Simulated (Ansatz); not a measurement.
Born–Oppenheimer molecular dynamics of a periodic cell of 13 atoms, LiTi$_{4}$Sb$_{8}$ (host TiSb2, host structure I4/mcm, interstitial Li). It starts from a relaxed structure.

Level of theory: Ansatz 0.2.0, DFT LDA, scalar-relativistic, plane waves, PAW. Settings: accuracy low, cutoff 420 eV, k mesh 3x3x3, fermi-dirac smearing 0.1 eV, no spin polarisation.

| Item | Value |
| --- | --- |
| ensemble | NVE (velocity Verlet) |
| time step | 1 fs |
| steps asked | 300 |
| starting velocities drawn for | 3000 K |
| seed | 420978 |

First frame:

```xyz
13
Lattice="6.7029 0.0000 0.0000 0.0000 6.7029 0.0000 0.0000 0.0000 5.7960" Properties=species:S:1:pos:R:3
Ti -0.030 -0.004 1.392
Ti -0.035 -0.014 4.314
Sb 2.092 1.028 2.926
Sb 5.878 2.527 3.056
Sb 1.008 2.303 0.021
Sb 4.361 1.011 -0.176
Ti 3.337 3.317 4.314
Ti 3.347 3.322 1.392
Sb 5.653 4.360 0.021
Sb 2.325 5.678 -0.045
Sb 4.379 5.444 2.926
Sb 1.139 4.492 2.813
Li 4.348 0.998 2.303
```

(1) What does the run give?

(2) What happens to the structure?

(3) How do temperature and energy run in time?

## Answers

(1) All steps were run.

```json
{
  "steps done": "300",
  "time covered": "300 fs",
  "mean temperature over the second half": "1552 K",
  "spread of the potential energy over the second half": "31.0 meV per atom",
  "mean potential energy of the second half above the start": "172.8 meV per atom"
}
```

The conserved energy stayed within 0.14 meV per atom of its start (net change 0.097 meV per atom), so the integration is sound. Over the second half the temperature averaged 0.52 of the 3000 K drawn at the start: a run that starts near a minimum puts about half its kinetic energy into the potential. A run of 0.3 ps of so small a system gives no equilibrium averages. Limits of this set-up: coarse k mesh, a small cell, in which the defect meets its images, low accuracy level.

(2) Mean squared displacements from the first frame to the last, about the centre of mass: Ti 0.09 Å², Sb 0.14 Å², Li 2.20 Å². This is one draw of velocities; another would differ in detail.

(3) 
| time (fs) | T (K) | potential energy less start (eV) | conserved less start (meV/atom) |
| --- | --- | --- | --- |
| 0 | 3000 | 0.000 | 0.00 |
| 10 | 2604 | 0.615 | 0.07 |
| 20 | 1959 | 1.616 | 0.06 |
| 30 | 1241 | 2.730 | 0.10 |
| 40 | 924 | 3.221 | 0.11 |
| 50 | 1049 | 3.027 | 0.05 |
| 60 | 1029 | 3.059 | 0.10 |
| 70 | 1125 | 2.910 | 0.03 |
| 80 | 984 | 3.128 | 0.13 |
| 90 | 1223 | 2.757 | 0.04 |
| 100 | 1311 | 2.621 | 0.10 |
| 110 | 1561 | 2.233 | 0.05 |
| 120 | 1558 | 2.237 | 0.08 |
| 130 | 1564 | 2.229 | 0.09 |
| 140 | 1734 | 1.965 | 0.05 |
| 150 | 1743 | 1.951 | 0.10 |
| 160 | 1879 | 1.740 | 0.04 |
| 170 | 1669 | 2.066 | 0.07 |
| 180 | 1359 | 2.547 | 0.08 |
| 190 | 1129 | 2.903 | 0.09 |
| 200 | 1211 | 2.777 | 0.11 |
| 210 | 1681 | 2.047 | 0.04 |
| 220 | 1789 | 1.878 | 0.05 |
| 230 | 1679 | 2.050 | 0.08 |
| 240 | 1645 | 2.103 | 0.07 |
| 250 | 1650 | 2.096 | 0.10 |
| 260 | 1861 | 1.768 | 0.05 |
| 270 | 1753 | 1.935 | 0.06 |
| 280 | 1414 | 2.461 | 0.09 |
| 290 | 1194 | 2.802 | 0.08 |
| 300 | 1001 | 3.102 | 0.10 |

Run time: 16 min on 4 threads of AMD EPYC 9R14 (Zen 4), with other jobs on the host, peak memory 1.3 GiB.
